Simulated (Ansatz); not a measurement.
# UB3LYP/6-31G(d) (spherical functions) run of C2H2FSi (SMILES C#C[SiH]F)

Aim: the electronic atomisation energy of C2H2FSi at UB3LYP/6-31G* (spherical functions), from 5 runs. 

Program for the calculation: Ansatz 0.2.0.

46 further runs of the same task are left out: 46 set aside as unsound or not needed.

## 1. Starting point

C2H2FSi: 6 atoms, total charge 0, spin state doublet. As SMILES, `C#C[SiH]F`. The coordinates come from a PBE0-D4/def2-TZVP relaxation.

Bond lengths: C1–C2 1.209 Å, C2–Si3 1.806 Å, Si3–F4 1.599 Å, C1–H5 1.066 Å, Si3–H6 1.485 Å. Angles: C1–C2–Si3 173.2°, C2–Si3–F4 109.8°, C2–C1–H5 179.1°, C2–Si3–H6 111.2°, F4–Si3–H6 108.3°.

## 2. The energy at UB3LYP/6-31G(d) (spherical functions)

Contents of in.yaml:

```yaml
crystal:
  periodic: [false, false, false]
  atoms:
    - {symbol: C, position_ang: [0.118100, -0.680000, -1.605700]}
    - {symbol: C, position_ang: [0.120400, -0.213700, -0.490100]}
    - {symbol: Si, position_ang: [0.338300, 0.466700, 1.168800]}
    - {symbol: F, position_ang: [-0.478000, -0.412300, 2.226800]}
    - {symbol: H, position_ang: [0.100300, -1.089200, -2.590300]}
    - {symbol: H, position_ang: [-0.157100, 1.864400, 1.244300]}
basis:
  gaussian: {orbitals: 6-31G_st_-spherical.json}
hamiltonian: {xc: {name: B3LYP}}
accuracy: high
magnetization: {spin_polarized: true, initial_magnetization: 1}
output: {orbitals: {seedname: orbitals}}
```

The basis set 6-31G* is read from a file made from the Basis Set Exchange's data (not shown).

The run is started by

```sh
$ ansatz run in.yaml --threads 1 --pin off --max-ram 3480MiB --events-out events.jsonl --progress --plain --runs-dir runs
```

Log:

```text
Warning: RAYON_NUM_THREADS=1 ignored (pool sized by the plan → 1); use --threads N
Functional definition: B3LYP
  name "B3LYP"
  parameter a0 = 0.2
  parameter ax = 0.72
  parameter ac = 0.81
  exchange = (1 - a0 - ax)*slater_x + ax*b88_x + a0*exact_x
  correlation = (1 - ac)*vwn_rpa_c + ac*lyp_c
1346 factors; integrals over basis functions are off by at most 3.3e-9 eV
mean field evaluation 1: about -12693.5034 eV, gradient 3.4e1 eV
mean field evaluation 2: about -12685.7097 eV, gradient 5.0e1 eV
mean field evaluation 4: about -12698.6117 eV, gradient 7.7e0 eV
mean field evaluation 8: about -12699.0538 eV, gradient 1.4e-1 eV
mean field evaluation 16: about -12699.0539 eV, gradient 2.0e-4 eV
mean field -12699.05393577 eV, -466.6816244118 hartree, gradient 1.5e-8 eV, S^2 0.753687; 0 other end points of the search recorded, 0 dependent functions left out
reference -12699.05397108 eV, -466.6816257092 hartree; 19, 18 occupied and 45, 46 virtual orbitals, 1346 factors
Total energy: -12699.05397108 eV, -466.6816257092 hartree
```

Wall time 8.7 s (1 thread of Arm Neoverse V1, shared host); peak memory 0.25 GiB.

## 3. The C atom, same level

Contents of input.yaml:

```yaml
basis:
  gaussian: {orbitals: 6-31G_st_-spherical.json}
crystal:
  periodic: [false, false, false]
  atoms:
    - {symbol: C, position_ang: [0.000000, 0.000000, 0.000000]}
magnetization: {spin_polarized: true, initial_magnetization: 2}
accuracy: high
hamiltonian: {xc: {name: B3LYP}}
total_charge: 0
```

The basis set 6-31G* is read from a file made from the Basis Set Exchange's data (not shown).

The run is started by

```sh
$ ansatz run input.yaml --threads 1 --pin off --max-ram 3480MiB --events-out events.jsonl --progress --plain --runs-dir runs
```

Log, shortened:

```text
Warning: RAYON_NUM_THREADS=1 ignored (pool sized by the plan → 1); use --threads N
[... 7 set-up lines as earlier in the session ...]
96 factors; integrals over basis functions are off by at most 1.1e-9 eV
mean field evaluation 1: about -1029.7320 eV, gradient 3.6e0 eV
mean field evaluation 2: about -1029.7994 eV, gradient 1.0e0 eV
mean field evaluation 4: about -1029.8062 eV, gradient 2.3e-1 eV
mean field evaluation 8: about -1029.8066 eV, gradient 6.7e-6 eV
mean field -1029.80656969 eV, -37.8446934081 hartree, gradient 9.8e-9 eV, S^2 2.001951; 0 other end points of the search recorded, 0 dependent functions left out
reference -1029.80658741 eV, -37.8446940593 hartree; 4, 2 occupied and 10, 12 virtual orbitals, 96 factors
Total energy: -1029.80658741 eV, -37.8446940593 hartree
```

It took 0.32 s on 1 thread of Arm Neoverse V1, shared host.

## 4. The F atom, same level

Contents of in.yaml:

```yaml
crystal:
  periodic: [false, false, false]
  atoms:
    - {symbol: F, position_ang: [0.000000, 0.000000, 0.000000]}
basis:
  gaussian: {orbitals: 6-31G_st_-spherical.json}
magnetization: {spin_polarized: true, initial_magnetization: 1}
hamiltonian: {xc: {name: B3LYP}}
accuracy: high
```

The basis set 6-31G* is read from a file made from the Basis Set Exchange's data (not shown).

Run the same way, it converges to -99.71458 Eh (log not shown).

## 5. The H atom, same level

Contents of job.yaml:

```yaml
basis:
  gaussian:
    orbitals: "6-31G*"
crystal:
  periodic: [false, false, false]
  atoms:
    - symbol: H
      position_ang: [0.000000, 0.000000, 0.000000]
magnetization:
  spin_polarized: true
  initial_magnetization: 1
hamiltonian:
  xc: {name: B3LYP}
accuracy: high
```

Run the same way, it converges to -0.50027 Eh (log not shown).

## 6. The Si atom at the same level

Contents of input.yaml:

```yaml
crystal:
  periodic: [false, false, false]
  atoms:
    - symbol: Si
      position_ang: [0.000000, 0.000000, 0.000000]
basis:
  gaussian:
    orbitals: 6-31G_st_-spherical.json
hamiltonian:
  xc: {name: B3LYP}
accuracy: high
magnetization:
  spin_polarized: true
  initial_magnetization: 2
```

The basis set 6-31G* is read from a file made from the Basis Set Exchange's data (not shown).

Run the same way, it converges to -289.36979 Eh (log not shown).

## 7. Results

At UB3LYP/6-31G* (spherical functions):

| quantity | value |
| --- | --- |
| molecule: total energy | -466.68163 Eh |
| molecule: HOMO energy (highest over α and β) | -5.89 eV |
| molecule: LUMO energy (lowest over α and β) | -2.89 eV |
| molecule: ⟨S²⟩ | 0.754 |
| C atom: total energy | -37.84469 Eh |
| C atom: ⟨S²⟩ | 2.002 |
| F atom: total energy | -99.71458 Eh |
| F atom: ⟨S²⟩ | 0.751 |
| H atom: total energy | -0.50027 Eh |
| H atom: ⟨S²⟩ | 0.750 |
| Si atom: total energy | -289.36979 Eh |
| Si atom: ⟨S²⟩ | 2.002 |
| electronic atomisation energy | 24.689 eV |

What this shows: Taking the molecule apart into free atoms costs 24.69 eV (2382 kJ/mol), before zero-point energy and without spin-orbit coupling.
